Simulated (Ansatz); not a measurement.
# CH5GaSe: basis-set convergence

One table from this session's results is given with a row withheld; the runs are named, their logs left out.

Computed with Ansatz 0.2.0, Gaussian basis. Level: one geometry, several basis sets.

The runs, in order: PBE0-D4/def2-SVP; ωB97M-V/def2-SVP; PBE0-D4/def2-QZVPP; ωB97M-V/def2-QZVPP; the functionals' def2-TZVPP values are taken from earlier runs.

**The relaxed structure**

All runs share one geometry, relaxed beforehand with PBE0-D4 in a triple-zeta def2 set.

SMILES `[CH3][GaH][SeH]`, 8 atoms, charge 0, spin multiplicity 1.

Atoms are counted from 1 here; the program's logs count them from 0.

Bond lengths: C1–Ga2 1.960 Å, C1–H4 1.092 Å, C1–H5 1.090 Å, C1–H6 1.093 Å, Ga2–Se3 2.332 Å, Ga2–H7 1.565 Å, Se3–H8 1.469 Å. Angles: Ga2–C1–H4 110.4°, Ga2–C1–H5 111.8°, Ga2–C1–H6 109.4°, H4–C1–H5 109.2°, H4–C1–H6 107.5°, H5–C1–H6 108.5°, C1–Ga2–Se3 120.0°, C1–Ga2–H7 126.4°, Se3–Ga2–H7 113.6°, Ga2–Se3–H8 93.7°.

Set-up of the first run:

in.yaml

```yaml
crystal:
  periodic: [false, false, false]
  atoms:
    - {symbol: C, position_ang: [-0.715227, 0.833591, -0.426816]}
    - {symbol: Ga, position_ang: [0.910577, -0.247156, -0.250147]}
    - {symbol: Se, position_ang: [1.020176, -1.932821, 1.357405]}
    - {symbol: H, position_ang: [-0.461667, 1.891923, -0.517595]}
    - {symbol: H, position_ang: [-1.384970, 0.697808, 0.422344]}
    - {symbol: H, position_ang: [-1.246758, 0.542937, -1.337114]}
    - {symbol: H, position_ang: [2.211482, -0.116743, -1.110814]}
    - {symbol: H, position_ang: [-0.333612, -1.669539, 1.862747]}
basis:
  gaussian: {orbitals: def2-SVP}
hamiltonian: {xc: pbe0, dispersion: d4}
output: {orbitals: {seedname: orbitals}}
```

On the command line:

```sh
ansatz run in.yaml --threads 4 --pin off --events-out ev --progress --plain --max-ram 10444MiB
```

Among the steps run: PBE0-D4 in def2-SVP; ωB97M-V in def2-SVP; PBE0-D4 in def2-QZVPP; ωB97M-V in def2-QZVPP.

One table of the session follows, with a row left open; its other results are not shown here.

It belongs to the step «Functionals by basis». 

```
functional       basis  HOMO (eV)
   PBE0-D4    def2-SVP      -7.04
   PBE0-D4  def2-TZVPP          ?
   PBE0-D4  def2-QZVPP      -7.15
   ωB97M-V    def2-SVP      -9.14
   ωB97M-V  def2-TZVPP      -9.27
   ωB97M-V  def2-QZVPP      -9.28
```

**Question.** Estimate the row for PBE0-D4, def2-TZVPP.

The run gave: HOMO (eV): -7.14. In the column «HOMO (eV)» it lies between PBE0-D4, def2-QZVPP (-7.15) and PBE0-D4, def2-SVP (-7.04).
